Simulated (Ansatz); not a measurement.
A nudged elastic band was laid between two geometries of a periodic cell of 15 atoms, Si8C7 (host SiC, host structure P6_3mc, one C atom removed), cell charge -2.

Theory: DFT PBE, scalar-relativistic, plane waves, PAW in Ansatz 0.2.0. Settings: PAW set soft_1, cutoff 420 eV, k mesh 2x2x2, gaussian smearing 0.02 eV, no spin polarisation.

```
movable images  : 5
climbing image  : yes
spring          : 5.0 eV/Å²
optimiser       : lbfgs
start path      : IDPP
force threshold : 0.05 eV/Å
iteration limit : 80
end points      : relaxed
```

Image 0:

```xyz
15
Lattice="-3.0760 -5.3278 0.0000 4.6140 -2.6639 0.0000 0.0000 0.0000 5.0480" Properties=species:S:1:pos:R:3
Si 1.539 -4.435 -0.001
Si -0.008 -3.542 2.562
C 1.552 -4.443 1.902
C -0.008 -3.542 4.461
Si 0.163 -1.607 0.024
Si 3.107 -3.544 2.522
C 0.016 -1.784 1.945
C 3.066 -3.508 4.420
Si 2.901 -1.669 -0.107
Si 1.614 -0.928 2.697
C 3.108 -1.789 1.832
Si -1.597 -4.659 0.024
Si 1.551 -6.239 2.522
C -1.519 -4.443 1.945
C 1.500 -6.221 4.421
```

Image 6:

```xyz
15
Lattice="-3.0760 -5.3278 0.0000 4.6140 -2.6639 0.0000 0.0000 0.0000 5.0480" Properties=species:S:1:pos:R:3
Si 1.359 -4.337 -0.119
Si 0.070 -3.592 2.682
C 1.566 -4.456 1.816
C 1.527 -0.882 4.443
Si -0.063 -1.996 0.007
Si 3.084 -3.578 2.506
C 0.014 -1.780 1.927
C 3.032 -3.559 4.403
Si 3.073 -1.774 -0.018
Si 1.526 -0.881 2.544
C 3.086 -1.782 1.885
Si -1.379 -4.275 0.007
Si 1.565 -6.210 2.506
C -1.527 -4.450 1.927
C 1.523 -6.174 4.403
```

Task: Which bonds break or form, and what moves?

Result: Contacts lost: Si1–C4, Si2–C4. Contacts made: C4–Si9, C4–Si10. The atom that moves furthest is C4, by 3.07 Å.

Task: What energy profile does the band end with?

Result: The run converged. The highest image is number 3 of 0 to 6, 3.15 eV above the ends, which have the same energy within 2 meV. Neighbouring images differ by up to 1.7 eV, so the band resolves the path poorly. By the program's own check the climbing image is of a kind that is not told: the force calls were inconclusive, a negative curvature could not be distinguished from the path's own, the only one lies far off the path, or fixed occupations may fill a level only in part (lowest curvatures found: -5.50 and 0.78 eV/Å²). Limits of this set-up: coarse k mesh, charged cell in a uniform background, uncorrected.

```csv
image,path coordinate (Å),energy (eV),Si1–C4 (Å),Si2–C4 (Å),C4–Si9 (Å)
0,0.00,0.00,1.88,1.90,3.49
1,0.60,0.60,1.84,1.85,3.07
2,1.21,2.01,1.89,1.90,2.53
3,1.81,3.15,2.18,2.24,2.02
4,2.50,2.43,2.65,2.59,1.83
5,3.20,1.70,3.05,3.07,1.82
6,3.89,0.00,3.49,3.55,1.88
```

Task: What is the geometry of the highest image?

Result: 
```xyz
15
Lattice="-3.0760 -5.3278 0.0000 4.6140 -2.6639 0.0000 0.0000 0.0000 5.0480" Properties=species:S:1:pos:R:3:forces:R:3
Si 1.480 -4.347 -0.056 0.00 -0.02 0.01
Si 0.005 -3.490 2.638 0.02 0.02 0.00
C 1.496 -4.422 1.888 0.01 -0.01 0.01
C 1.183 -2.353 4.162 -0.04 0.01 0.00
Si 0.140 -1.328 0.126 -0.01 -0.02 -0.01
Si 3.050 -3.554 2.553 0.00 -0.01 0.00
C -0.052 -1.750 1.891 0.00 0.01 -0.01
C 3.161 -3.674 4.439 0.02 -0.01 0.02
Si 2.953 -1.829 -0.071 0.00 0.01 0.00
Si 1.494 -0.971 2.699 0.00 0.02 -0.01
C 3.033 -1.787 1.875 -0.01 0.00 0.01
Si -1.657 -4.670 0.025 0.00 0.00 0.00
Si 1.511 -6.225 2.502 0.00 0.01 0.00
C -1.547 -4.436 1.954 0.00 -0.01 0.00
C 1.471 -6.204 4.418 0.01 0.00 -0.02
```

The run took 11 min on 1 thread of Arm Neoverse V1, on a shared host, peak memory 0.52 GiB.
